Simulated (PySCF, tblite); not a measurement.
# C₄H₆SSeSi: geometry, infrared bands and NMR shifts

Aim: predict the infrared bands and NMR shifts of C₄H₆SSeSi (`[SiH3]Sc1cc[se]c1`).

The runs use tblite 0.8.0 and PySCF 2.14.0, with density-fitted response routines of our own; the level of theory stands in each step. All values are computed, except where a source is named. Atoms count from 0, in the outputs and in this text.

### Step 1. The molecule as given

13 atoms, charge 0, multiplicity 1; geometry from: force field or distance geometry start.

Bonds of the start (Å): Si0–S1 2.15, S1–C2 1.81, C2–C3 1.36, C3–C4 1.37, C4–Se5 1.92, Se5–C6 1.95, C6–C2 1.35, Si0–H7 1.47, Si0–H8 1.48, Si0–H9 1.47, C3–H10 1.10, C4–H11 1.08, C6–H12 1.08.

### Step 2. Optimising the geometry with GFN2-xTB

The job: settings as JSON, then the geometry in Å.

```
{"job": {"kind": "relax", "xc": "GFN2-xTB", "basis": "xTB"}, "charge": 0, "multiplicity": 1}
Si     2.692800     0.119400     0.088300
S      1.022300     1.051600    -0.888300
C     -0.488200     0.251600    -0.278100
C     -1.719000     0.635800    -0.723900
C     -2.791100    -0.035600    -0.192600
Se    -2.246200    -1.382300     1.060800
C     -0.452100    -0.750700     0.631900
H      2.449600    -1.317100     0.293900
H      2.907800     0.771200     1.394000
H      3.948500     0.314900    -0.649200
H     -1.864300     1.438300    -1.463200
H     -3.831400     0.139700    -0.440000
H      0.366800    -1.236200     1.148600
```

On the command line:

```console
$ OMP_NUM_THREADS=1 python probes_run.py task.json out
```

One launch serves the whole session: the jobs run in the order shown.

Log:

```text
step      E/eV     max force
  0    -537.54744    3.072
  1    -537.73341    1.221
  2    -537.77767    0.641
  3    -537.80263    0.317
  4    -537.80971    0.304
  5    -537.82425    0.269
  6    -537.83101    0.336
  7    -537.84100    0.261
  8    -537.84656    0.181
  9    -537.85015    0.158
 10    -537.85269    0.180
 11    -537.85587    0.181
 12    -537.85928    0.184
 13    -537.86179    0.129
 14    -537.86337    0.103
 15    -537.86477    0.109
 16    -537.86616    0.112
 17    -537.86710    0.091
 18    -537.86764    0.073
 19    -537.86815    0.077
 20    -537.86898    0.106
 21    -537.87019    0.133
 22    -537.87167    0.128
 23    -537.87319    0.130
 24    -537.87479    0.145
 25    -537.87645    0.158
 26    -537.87817    0.157
 27    -537.87987    0.145
 28    -537.88151    0.142
 29    -537.88336    0.155
 30    -537.88551    0.171
 31    -537.88748    0.154
 32    -537.88881    0.102
 33    -537.88945    0.061
 34    -537.88983    0.060
 35    -537.89039    0.080
 36    -537.89124    0.106
 37    -537.89241    0.115
 38    -537.89358    0.083
 39    -537.89418    0.126
 40    -537.89491    0.079
 41    -537.89559    0.054
 42    -537.89725    0.095
 43    -537.89800    0.089
 44    -537.89862    0.044
 45    -537.89884    0.035
 46    -537.89907    0.037
 47    -537.89931    0.041
 48    -537.89958    0.046
 49    -537.89978    0.047
 50    -537.89998    0.038
 51    -537.90021    0.043
 52    -537.90052    0.052
 53    -537.90079    0.038
 54    -537.90095    0.023
 55    -537.90104    0.023
 56    -537.90111    0.023
 57    -537.90119    0.024
 58    -537.90127    0.016
 59    -537.90130    0.010
```

Run time: 0.34 s. Hardware: 1 thread of AMD EPYC 9R45, shared host.

Relaxation path: (not every step is listed)

```csv
step,energy from step 0 (eV),largest force (eV/Å)
0,0.0000,3.0717
1,-0.1860,1.2209
2,-0.2302,0.6411
3,-0.2552,0.3175
4,-0.2623,0.3045
5,-0.2768,0.2688
6,-0.2836,0.3355
7,-0.2936,0.2611
8,-0.2991,0.1810
12,-0.3118,0.1839
16,-0.3187,0.1118
20,-0.3215,0.1057
24,-0.3273,0.1453
28,-0.3341,0.1422
32,-0.3414,0.1023
36,-0.3438,0.1058
40,-0.3475,0.0793
44,-0.3512,0.0437
48,-0.3521,0.0460
52,-0.3531,0.0523
54,-0.3535,0.0234
55,-0.3536,0.0233
56,-0.3537,0.0227
57,-0.3537,0.0244
58,-0.3538,0.0163
59,-0.3539,0.0097
```

Distances of close pairs at the start and the end, largest changes first:

```csv
bond,before (Å),after (Å),change (Å)
Se5–C6,1.950,1.857,-0.093
C4–Se5,1.919,1.855,-0.064
C2–C3,1.364,1.424,+0.059
S1–C2,1.815,1.761,-0.054
C3–H10,1.101,1.076,-0.025
C3–C4,1.372,1.353,-0.019
Si0–H9,1.469,1.451,-0.018
Si0–H8,1.475,1.458,-0.017
```

The next job starts from the end point, and lists it.

### Step 3. Vibrational analysis with GFN2-xTB

The job: settings as JSON, then the geometry in Å.

```
{"job": {"kind": "ir", "xc": "GFN2-xTB", "basis": "xTB"}, "charge": 0, "multiplicity": 1}
Si     2.675259     0.054564     0.102277
S      1.034219     0.909620    -0.991500
C     -0.415802     0.210955    -0.276462
C     -1.689262     0.597682    -0.782000
C     -2.739347     0.007448    -0.166515
Se    -2.206851    -1.152010     1.179445
C     -0.462864    -0.687751     0.742785
H      2.646240    -1.392533    -0.076886
H      2.539030     0.425213     1.505835
H      3.808556     0.688425    -0.545417
H     -1.781229     1.303188    -1.589092
H     -3.780482     0.154626    -0.389878
H      0.368145    -1.118940     1.269680
```

Log:

```text
mode    cm-1     km/mol
  1      -4.5      2.94
  2     113.6      2.49
  3     153.8      1.22
  4     197.3      0.05
  5     253.5      1.32
  6     332.9      2.21
  7     354.2      1.87
  8     490.3     28.05
  9     528.4     40.64
 10     533.1     47.97
 11     539.0     12.38
 12     569.0     35.81
 13     681.9      0.12
 14     685.6      0.83
 15     735.6     18.51
 16     744.9     15.27
 17     758.7    153.28
 18     763.4    560.37
 19     783.0    138.77
 20     838.9      3.61
 21     854.2     19.46
 22    1060.6     29.11
 23    1073.8      1.09
 24    1150.2     19.13
 25    1302.9      5.97
 26    1433.2     19.02
 27    1521.2     34.42
 28    2302.9    304.58
 29    2312.6    106.31
 30    2378.5    202.80
 31    3114.9      7.02
 32    3121.7     20.92
 33    3128.4      6.19
```

Wall time 0.38 s (1 thread of AMD EPYC 9R45, shared host).

Which atoms move in the most intense modes:

```csv
cm⁻¹,km/mol,atoms
528,40.6,"H8 35 %, H7 34 %, C2 11 %"
533,48.0,"S1 41 %, Si0 19 %, C4 14 %, C3 13 %"
759,153.3,"H9 53 %, H7 20 %, H8 18 %"
763,560.4,"H9 35 %, H8 28 %, H7 28 %"
783,138.8,"H8 47 %, H7 46 %"
2303,304.6,"H7 65 %, H8 30 %"
2313,106.3,"H8 66 %, H7 31 %"
2378,202.8,H9 97 %
```

### Step 4. NMR shieldings: PBE0/pcSseg-1

Same as in step 3 but for these lines:

```diff
@@ -1,2 +1,2 @@
-{"job": {"kind": "ir", "xc": "GFN2-xTB", "basis": "xTB"}, "charge": 0, "multiplicity": 1}
+{"job": {"kind": "nmr", "xc": "PBE0", "basis": "pcSseg-1"}, "charge": 0, "multiplicity": 1}
 Si     2.675259     0.054564     0.102277
```

Method: GIAO PBE0/pcSseg-1 NMR shielding, non-relativistic, gas phase.

Log:

```text
coarse grid: 55616 points
cycle   1  E = -3244.1830881094  dE =  7.476e-02  |g| = 7.554e-01  |ddm| = 3.861e+00
cycle   2  E = -3244.1496557865  dE =  3.343e-02  |g| = 6.688e-01  |ddm| = 9.952e-01
cycle   3  E = -3244.2090482705  dE = -5.939e-02  |g| = 2.443e-01  |ddm| = 8.806e-01
cycle   4  E = -3244.2250116746  dE = -1.596e-02  |g| = 7.351e-02  |ddm| = 3.578e-01
cycle   5  E = -3244.2263197163  dE = -1.308e-03  |g| = 1.695e-02  |ddm| = 7.766e-02
cycle   6  E = -3244.2263928305  dE = -7.311e-05  |g| = 3.554e-03  |ddm| = 1.771e-02
cycle   7  E = -3244.2263954441  dE = -2.614e-06  |g| = 1.548e-03  |ddm| = 5.743e-03
final grid: 113816 points
cycle   8  E = -3244.2263934096  dE =  7.633e-07  |g| = 2.281e-03  |ddm| = 5.270e-03
cycle   9  E = -3244.2263909823  dE =  2.427e-06  |g| = 3.731e-03  |ddm| = 7.607e-03
cycle  10  E = -3244.2263948197  dE = -3.837e-06  |g| = 4.761e-04  |ddm| = 4.667e-03
cycle  11  E = -3244.2263948764  dE = -5.662e-08  |g| = 4.941e-05  |ddm| = 4.685e-04
cycle  12  E = -3244.2263948770  dE = -6.694e-10  |g| = 1.460e-05  |ddm| = 6.908e-05
converged SCF energy = -3244.2263948770

GIAO shielding tensors (ppm)
atom      isotropic    diamagn.    paramagn.     s11        s22        s33       span
  0 Si     412.369     879.527    -467.158    373.589    409.319    454.198     80.609
  1 S      609.075    1057.939    -448.864    373.122    555.733    898.371    525.249
  2 C       48.906     259.296    -210.390    -26.468     42.308    130.878    157.345
  3 C       50.441     248.654    -198.212    -28.644     46.508    133.461    162.105
  4 C       44.787     257.592    -212.805    -49.807     40.484    143.685    193.492
  5 Se    1145.839    2997.209   -1851.371    826.911   1268.337   1342.268    515.357
  6 C       58.251     254.456    -196.204    -23.469     59.512    138.711    162.180
  7 H       26.831      29.274      -2.443     23.257     24.862     32.374      9.117
  8 H       26.849      29.282      -2.434     23.283     24.889     32.374      9.091
  9 H       27.132      28.294      -1.162     23.212     24.862     33.321     10.109
 10 H       24.563      30.640      -6.077     20.214     25.797     27.677      7.463
 11 H       23.989      30.145      -6.157     20.878     23.104     27.984      7.105
 12 H       24.974      33.117      -8.144     20.016     24.920     29.985      9.969
```

Wall time 18 s (1 thread of AMD EPYC 9R45, shared host); peak memory 0.91 GiB.

Shifts follow as δ = σ(reference) − σ, with reference shieldings (ppm) from runs at the same level and on the same kind of geometry: 1H TMS 31.72, 13C TMS 186.9, 29Si TMS 349.2, 77Se Me2Se 1758, 33S CS2 504. The references are single molecules in the gas phase. Atoms listed in one row are averaged.

```csv
atoms,environment,σ (ppm),δ (ppm)
C4,aromatic CH next to the ring selenium,44.8,142.1
C2,aromatic carbon bearing sulfur,48.9,138.0
C3,aromatic CH,50.4,136.5
C6,aromatic CH next to the ring selenium,58.3,128.7
H11,hydrogen on an aromatic CH next to the ring selenium,23.99,7.73
H10,hydrogen on an aromatic CH,24.56,7.15
H12,hydrogen on an aromatic CH next to the ring selenium,24.97,6.74
"H7, H8, H9",hydrogen on a silicon bonded to S,26.94,4.78
Si0,"silicon bonded to S, 3 H",412.4,-63.2
S1,"sulfur bonded to C, Si",609,-105
Se5,"selenium bonded to 2 C, in a 5-membered ring",1146,612
```

The run also stored atomic charges by several schemes (e):

```csv
atoms,Mulliken,IAO,Hirshfeld,ESP fit
Si0,0.44,0.54,0.30,0.34
S1,-0.16,-0.11,-0.07,-0.29
C2,-0.26,-0.12,-0.04,0.21
C3,0.02,-0.18,-0.08,-0.22
C4,-0.22,-0.34,-0.09,-0.32
Se5,0.21,0.39,0.14,0.14
C6,-0.23,-0.38,-0.12,-0.45
```

Mayer bond orders: Si0–S1 0.93, S1–C2 1.07, C2–C3 1.21, C3–C4 1.61, C4–Se5 1.20, Se5–C6 1.18, C6–C2 1.51.

Ring of atoms C2, C3, C4, Se5, C6: NICS(0) -12.2, NICS(1) -10.5, NICS(1)zz -22.8 ppm (means of both faces).

### Step 5. Summary of results

```
                                                              quantity                           value
                             strongest single infrared mode (GFN2-xTB)            763 cm⁻¹, 560 km/mol
                                          zero-point energy (GFN2-xTB)                   49.8 kcal/mol
                                13C shifts against TMS (PBE0/pcSseg-1)  142.1, 138.0, 136.5, 128.7 ppm
1H shifts against TMS (PBE0/pcSseg-1, means over atoms taken as alike)      7.73, 7.15, 6.74, 4.78 ppm
                               29Si shifts against TMS (PBE0/pcSseg-1)                       -63.2 ppm
                                33S shifts against CS2 (PBE0/pcSseg-1)                        -105 ppm
                             77Se shifts against Me2Se (PBE0/pcSseg-1)                         612 ppm
```

What this shows: Over 59 steps the energy fell by 0.354 eV; of the close pairs, Se5–C6 changed most, 1.950 to 1.857 Å. The lowest mode is slightly imaginary (4i cm⁻¹), a soft motion within the noise of the Hessian, so the minimum is not strictly shown. The strongest single mode, at 763 cm⁻¹, has its largest shares on H9, H8 and H7 (the list is cut at 3 atoms). GFN2-xTB is a fitted tight-binding method: band positions and strengths are rough. Its intensities can rank the bands wrongly. NICS(1)zz of -23 ppm above the planar ring from C2 marks a diatropic (aromatic) ring current. Spin-orbit coupling is left out, which matters for shieldings and couplings at and beside the heavy atoms.
